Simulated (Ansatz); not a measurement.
**GeH2Cl2O (SMILES [OH][GeH]([Cl])[Cl]): HF/STO-3G**

What is the energy change on altering one bond length of GeH2Cl2O at HF/STO-3G? 

The calculation is run with Ansatz 0.2.0.

65 further runs of the same task are left out: 1 that didn't finish, 64 set aside as unsound or not needed.

**1. The system as given**

GeH2Cl2O: 6 atoms, total charge 0, spin state singlet. SMILES: `[OH][GeH]([Cl])[Cl]`. The coordinates come from a PBE0-D4/def2-TZVP relaxation. This is one conformer, not always the lowest.

Bond lengths: O1–Ge2 1.752 Å, Ge2–Cl3 2.137 Å, Ge2–Cl4 2.137 Å, O1–H5 0.961 Å, Ge2–H6 1.521 Å. Angles: O1–Ge2–Cl3 109.7°, O1–Ge2–Cl4 109.7°, Cl3–Ge2–Cl4 106.8°, O1–Ge2–H6 108.2°, Cl3–Ge2–H6 111.2°, Cl4–Ge2–H6 111.3°, Ge2–O1–H5 113.6°.

**2. A single-point energy at HF/STO-3G**

The input, run.yaml:

```yaml
crystal:
  periodic: [false, false, false]
  atoms:
    - {symbol: O, position_ang: [-0.161000, 1.291000, -0.614200]}
    - {symbol: Ge, position_ang: [-0.065400, -0.148800, 0.378900]}
    - {symbol: Cl, position_ang: [1.948500, -0.862600, 0.421700]}
    - {symbol: Cl, position_ang: [-1.252400, -1.700600, -0.487400]}
    - {symbol: H, position_ang: [0.126400, 1.152000, -1.521000]}
    - {symbol: H, position_ang: [-0.554000, 0.204900, 1.775700]}
basis:
  gaussian:
    orbitals: STO-3G
total_charge: 0
hamiltonian:
  xc: hf
accuracy: high
output:
  orbitals: {seedname: orbitals}
```

Launch:

```console
$ ansatz run run.yaml --threads 1 --pin off --max-ram 3480MiB --events-out events.jsonl --progress --plain --runs-dir runs
```

The log of the run:

```text
Warning: RAYON_NUM_THREADS=1 ignored (pool sized by the plan → 1); use --threads N
Functional definition: HF
  name "HF"
  exchange = exact_x
  correlation = 0
769 factors; integrals over basis functions are off by at most 6.4e-9 eV
mean field evaluation 1: about -82612.6528 eV, gradient 2.3e1 eV
mean field evaluation 2: about -82612.7228 eV, gradient 2.3e1 eV
mean field evaluation 4: about -82615.1951 eV, gradient 1.5e0 eV
mean field evaluation 8: about -82615.2090 eV, gradient 2.5e-5 eV
mean field -82615.20895475 eV, -3036.0529304873 hartree, gradient 2.3e-8 eV, S^2 0.000000; 0 other end points of the search recorded, 0 dependent functions left out
reference -82615.20895475 eV, -3036.0529304873 hartree; 38, 38 occupied and 5, 5 virtual orbitals, 769 factors
Total energy: -82615.20895475 eV, -3036.0529304873 hartree
```

It took 0.32 s on 1 thread of AMD EPYC 9R45 (Zen 5), shared host.

**3. The distorted shape at the same level**

The input, molecule.yaml:

```yaml
crystal:
  periodic: [false, false, false]
  atoms:
    - symbol: O
      position_ang: [-1.167923, 1.647890, -0.635599]
    - symbol: Ge
      position_ang: [-1.072323, 0.208090, 0.357501]
    - symbol: Cl
      position_ang: [1.948500, -0.862600, 0.421700]
    - symbol: Cl
      position_ang: [-2.259323, -1.343710, -0.508799]
    - symbol: H
      position_ang: [-0.880523, 1.508890, -1.542399]
    - symbol: H
      position_ang: [-1.560923, 0.561790, 1.754301]
basis:
  gaussian:
    orbitals: STO-3G
hamiltonian:
  xc: hf
accuracy: high
output:
  orbitals: {seedname: orbitals}
```

Launch:

```console
$ ansatz run molecule.yaml --threads 1 --pin off --max-ram 3480MiB --events-out events.jsonl --progress --plain --runs-dir runs
```

The log of the run:

```text
Warning: RAYON_NUM_THREADS=1 ignored (pool sized by the plan → 1); use --threads N
Functional definition: HF
  name "HF"
  exchange = exact_x
  correlation = 0
722 factors; integrals over basis functions are off by at most 2.2e-8 eV
mean field evaluation 1: about -82606.8759 eV, gradient 2.2e1 eV
mean field evaluation 2: about -82606.9357 eV, gradient 2.2e1 eV
mean field evaluation 4: about -82610.9170 eV, gradient 2.0e0 eV
mean field evaluation 8: about -82610.9353 eV, gradient 4.4e-2 eV
mean field -82610.93532652 eV, -3035.8958775465 hartree, gradient 2.9e-8 eV, S^2 0.000000; 0 other end points of the search recorded, 0 dependent functions left out
reference -82610.93532652 eV, -3035.8958775465 hartree; 38, 38 occupied and 5, 5 virtual orbitals, 722 factors
Total energy: -82610.93532652 eV, -3035.8958775465 hartree
```

Run time: 0.3 s. Hardware: 1 thread of AMD EPYC 9R45 (Zen 5), shared host.

**4. Outcome**

At HF/STO-3G:

| quantity | value |
| --- | --- |
| first shape: total energy | -3036.05293 Eh |
| first shape: HOMO energy | -10.69 eV |
| first shape: LUMO energy | 7.06 eV |
| first shape: HOMO–LUMO gap | 17.75 eV |
| distorted shape: total energy | -3035.89588 Eh |
| distorted shape: HOMO energy | -7.52 eV |
| distorted shape: LUMO energy | 0.86 eV |
| distorted shape: HOMO–LUMO gap | 8.38 eV |
| energy change with the Ge2–Cl3 bond stretched from 2.137 to 3.206 Å | 4.274 eV |

In words: With the Ge2–Cl3 bond stretched from 2.137 to 3.206 Å the energy rises by 4.27 eV (99 kcal/mol). The first shape isn't relaxed at this level, so the change isn't measured from a minimum. A restricted reference can't describe the breaking bond well at this length. The minimal basis adds a large error of its own.
